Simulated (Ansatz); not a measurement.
**C2HGe (doublet): the correlation ladder, cc-pVTZ**

One table from this session's results is given with a row withheld; the runs are named, their logs left out.

The runs use Ansatz 0.2.0, Gaussian basis; cc-pVTZ, core rule «outside noble gas», up to 16 orbitals frozen.

Plan: UHF; CCSD(T) on ROHF; CCSD(T) on UHF; BCCD(T) on ROHF; CCSDT(Q) on ROHF; CCSDT(Q) on UHF.

5 further runs of the same task are left out: 5 set aside as unsound or not needed. Runs told in other sessions of the task aren't counted.

### The geometry

The geometry is a PBE0/def2-TZVP stationary point (not a proven minimum). No spin-orbit coupling is included. The filled d shell of Ge may be among the frozen orbitals whatever the setting's name suggests.

4 atoms, charge 0, spin multiplicity 2.

Atoms are counted from 1 here; the program's logs count them from 0.

Bond lengths: C1–C2 1.219 Å, C1–H4 1.067 Å, C2–Ge3 1.900 Å. Angles: C2–C1–H4 180.0°, C1–C2–Ge3 180.0°.

The first run:

File in.yaml:

```yaml
crystal:
  periodic: [false, false, false]
  atoms:
    - {symbol: C, position_ang: [0.000000, 0.000000, 0.818000]}
    - {symbol: C, position_ang: [0.000000, 0.000000, -0.401200]}
    - {symbol: Ge, position_ang: [0.000000, 0.000000, -2.301300]}
    - {symbol: H, position_ang: [0.000000, 0.000000, 1.884500]}
basis:
  gaussian: {orbitals: cc-pVTZ}
magnetization: {spin_polarized: true, initial_magnetization: 1}
hamiltonian: {xc: hf}
output: {orbitals: {seedname: orbitals}}
```

Started as:

```sh
> ansatz run in.yaml --threads 1 --pin off --events-out ev --progress --plain --max-ram 2560MiB --backend cpu
```

Among the steps run: UHF; CCSD(T) on ROHF; CCSD(T) on UHF; BCCD(T) on ROHF; CCSDT(Q) on ROHF; CCSDT(Q) on UHF.

One table of the session follows, with a row left open; its other results are not shown here.

```
   method  from UCCSDT(Q) (kcal/mol)
     ROHF                    +259.81
      UHF                    +255.64
     RMP2                     +26.65
     UMP2                     +32.24
    RCCSD                     +15.21
    UCCSD                     +15.03
 RCCSD(T)                      +1.43
 UCCSD(T)                      +1.58
  BCCD(T)                          ?
   RCCSDT                      +1.22
   UCCSDT                      +1.12
RCCSDT(Q)                      +0.11
UCCSDT(Q)                          0
```

**Question.** Estimate the row for BCCD(T).

As computed: from UCCSDT(Q) (kcal/mol): +1.38. In the column «from UCCSDT(Q) (kcal/mol)» it lies between RCCSDT (+1.22) and RCCSD(T) (+1.43).

With the free atoms at the same levels and basis (separate runs), the atomisation energy is 15.542 eV at UCCSDT(Q), 15.536 eV at RCCSD(T), 15.516 eV at UCCSD(T), 11.360 eV at ROHF.

To keep in mind: Restricted and unrestricted rows rest on different reference determinants; a gap between their highest levels can come from leftover correlation error, from unlike frozen cores or from another state.
